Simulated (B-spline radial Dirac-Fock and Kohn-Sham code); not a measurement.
**Inner shells of Hf³⁺**

What does theory give for hafnium as Hf³⁺? The session works out its X-ray form factor and Compton profile and the binding energy of each subshell.

Program: B-spline radial Dirac-Fock and Kohn-Sham code, version 3. Model: a free atom or ion on a radial basis; each step names its model. All values are calculated, but those marked as tabulated.

### Step 1. What is computed

Hafnium as Hf³⁺, [Xe] 4f14 5d1, inside a Watson sphere of charge -3 and radius 2.7 Å (a model of the Madelung potential; inside it an electron's potential energy is raised by 16.0 eV).

- nuclear charge: 72
- electrons: 69
- mass number: 180
- nuclear rms radius: 5.347 fm

Outer shells as boxes (Hund's rule, for the drawing alone; heavy ions are jj-coupled, and the calculation averages over the configuration):

```
[Xe] core
4f [↑↓][↑↓][↑↓][↑↓][↑↓][↑↓][↑↓]
5d [↑ ][  ][  ][  ][  ]
```

### Step 2. Form factor and Compton profile

Model: Dirac-Fock average of configuration, finite nucleus; form factor of the spherical density, Waller-Hartree incoherent function, impulse-approximation Compton profiles.

Settings, as recorded:

```ini
task = scatter
Z = 72
charge = 3
configuration = 1s2 2s2 2p6 3s2 3p6 3d10 4s2 4p6 4d10 4f14 5s2 5p6 5d1
mass_number = 180
rms_radius = 5.347  # fm
s = [0.0, 0.05, 0.1, 0.15, 0.2, 0.25, 0.3, 0.35, 0.4, 0.45, 0.5, 0.6, 0.7, 0.8, 0.9, 1.0, 1.1, 1.2, 1.4, 1.6, 1.8, 2.0, 2.5, 3.0, 3.5, 4.0, 5.0, 6.0]  # 1/A
pz = [0, 0.1, 0.2, 0.3, 0.4, 0.5, 0.6, 0.8, 1.0, 1.2, 1.4, 1.6, 1.8, 2.0, 2.5, 3.0, 4.0, 5.0, 7.0, 10.0, 15.0, 20.0, 30.0, 40.0, 60.0, 100.0]  # a.u.
photon_energy = [1000, 2000, 5000, 10000, 17479.3, 20000, 30000, 1000000]  # eV
watson_charge = -3  # e
watson_radius = 2.7  # A
```

### Step 3. Binding energies

Model: Dirac-Fock average of configuration, Delta-SCF, finite nucleus, first-order Breit with its frequency dependence, self-energy and vacuum polarisation.

The run's settings:

```ini
task = binding
```

Q: Predict the outcome of this session. Wanted: rms radius of the electron cloud; form factor halves at; Compton profile at zero; deepest level listed, K; least bound, O4,5; Kα1.

As calculated:

| quantity | value |
| --- | --- |
| rms radius of the electron cloud | 0.696 bohr |
| form factor halves at | 0.67 1/Å |
| Compton profile at zero | 7.418 1/a.u. |
| deepest level listed, K (1s) | 65360.6 eV |
| least bound, O4,5 (5d) | 15.97 eV |
| Kα1 | 55779.9 eV |

The form factor starts at the 69 electrons and halves by s = 0.67 1/Å. Incoherent scattering outweighs coherent from 1000 keV on, among the energies asked. For K (1s), relaxation takes off 86.1 eV, Breit terms shift it by -209.22 and QED by -109.40 eV. The Hartree-Fock and Dirac-Fock values hold no electron correlation.
